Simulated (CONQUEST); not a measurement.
Wanted: the native input for a CONQUEST 1.3 run.

* Task: density of states
* Functional: LDA
* Potentials or basis: PseudoDojo NC LDA, SZ, grid cutoff 80 Ha
* k mesh: 5 × 5 × 1
* Occupations: methfessel-paxton of order 2, width 0.2 eV
* Spin: no spin polarisation
* Solver: diagonalisation
* SCF tolerance: 1e-06

Slab: Pb, a slab with vacuum.

```xyz
5
Lattice="3.4928 0.0000 0.0000 0.0000 3.4928 0.0000 0.0000 0.0000 24.8792" Properties=species:S:1:pos:R:3 pbc="T T T"
Pb    1.7464    1.7464   17.3792
Pb    0.0000    0.0000   14.9094
Pb    1.7464    1.7464   12.4396
Pb    0.0000    0.0000    9.9698
Pb    1.7464    1.7464    7.5000
```

The cell isn't the ideal one: the (1 0 0) slab of Pb, cut from the database cell, not relaxed.

The input as run:

Conquest_input

```
IO.Title Pb
IO.Coordinates coords.dat
IO.FractionalAtomicCoords T
IO.Iprint 2
IO.Iprint_init 1
General.NumberOfSpecies 1
General.PseudopotentialType hamann
AtomMove.TypeOfRun static
AtomMove.FullStress T
Grid.GridCutoff 80
DM.SolutionMethod diagon
Diag.MPMesh T
Diag.GammaCentred T
Diag.MPMeshX 5
Diag.MPMeshY 5
Diag.MPMeshZ 1
Diag.kT 0.00734986
minE.SCTolerance 1e-6
Diag.SmearingType 1
Diag.MPOrder 2
SC.MaxIters 100
IO.AtomChargeOutput T
SC.KerkerPreCondition T
SC.KerkerFactor 0.3
SC.LinearMixingFactor 0.3
IO.writeDOS T
IO.write_proj_DOS T
%block ChemicalSpeciesLabel
1 207.200 Pb
%endblock
```

coords.dat

```
    6.6004820012     0.0000000000     0.0000000000
    0.0000000000     6.6004820012     0.0000000000
    0.0000000000     0.0000000000    47.0148741998
5
  0.5000000000   0.5000000000   0.6985433620 1 T T T
  0.0000000000   0.0000000000   0.5992716810 1 T T T
  0.5000000000   0.5000000000   0.5000000000 1 T T T
  0.0000000000   0.0000000000   0.4007283190 1 T T T
  0.5000000000   0.5000000000   0.3014566380 1 T T T
```

Conquest_input (lines added for PostProcessCQ)

```
Process.Job pdos
Process.min_DOS_E -0.7357
Process.max_DOS_E 0.2643
Process.sigma_DOS 0.003
Process.n_DOS 401
Process.pDOS_l_resolved T
```

Potentials or basis: PseudoDojo NC LDA, SZ, grid cutoff 80 Ha.

Run with:

```console
$ Conquest
$ PostProcessCQ   # after the lines are added to Conquest_input
```

Results of the run:

```json
{
 "Band gap on the k mesh": "none (metal or under the smearing width)"
}
```

Caveat: the atomic basis is small; the basis of atomic orbitals isn't converged, which shifts pressures, moduli and gaps.

It took 9 s on 1 thread of INTEL(R) XEON(R) PLATINUM 8581C CPU @ 2.30GHz (Emerald Rapids) (shared host), peak memory 0.33 GiB.
